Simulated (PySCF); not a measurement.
# H2O2Pr (Pr(OH)2+): the cost of one run

Program: PySCF 2.14.0. Level of theory: PBE0, Pr lcecp-1-SVP with ECP48, O def2-SVP, H def2-SVP; scalar-relativistic core potentials, no spin–orbit coupling. These are calculated values, not measurements.

1 further run of the same task is left out (for a known fault of the program).

## 1. Starting geometry

5 atoms, charge 1, spin multiplicity 1.

Bond lengths: Pr1–O2 2.231 Å, Pr1–O4 2.231 Å, O2–H3 0.966 Å, O4–H5 0.966 Å. Angles: O2–Pr1–O4 131.8°, Pr1–O2–H3 158.7°, Pr1–O4–H5 158.7°.

As a file:

```xyz
5
charge 1, multiplicity 1
Pr    0.0000    0.0000    0.0000
O     2.0362    0.0000    0.9113
H     2.9958   -0.0906    0.9703
O    -2.0362    0.0000    0.9113
H    -2.9958    0.0906    0.9703
```

Formal oxidation states: Pr +3. Each metal's 2 4f electrons lie in its core potential, so multiplicities, spins and levels count the valence alone.

## 2. SCF at the start, singlet

Contents of run.py (the lines that set the calculation):

```python
mol = gto.M(atom='''
Pr     0.00000     0.00000     0.00000
O      2.03620     0.00000     0.91130
H      2.99580    -0.09060     0.97030
O     -2.03620     0.00000     0.91130
H     -2.99580     0.09060     0.97030''',
    basis={'Pr': 'lcecp-1-SVP', 'O': 'def2-SVP', 'H': 'def2-SVP'},
    ecp={'Pr': 'lcecp-1-SVP'},
    charge=1, spin=0)
mf = dft.RKS(mol, xc='PBE0')
mf.grids.atom_grid = (50, 194)  # f atoms: unpruned, at least (60, 302)
mf = mf.density_fit()  # fitting sets: Pr AutoAux, O def2-universal-JKFIT, H def2-universal-JKFIT
mf.conv_tol = 1e-08; mf.max_cycle = 55
mf.kernel(dm0)  # dm0: free metal ions and neutral atoms
```

Launch:

```sh
OMP_NUM_THREADS=2 python run.py
```

Q: Estimate wall time and peak memory on 2 threads of Arm Neoverse V1, shared host.

About 2 s, with a peak of 0.39 GiB.
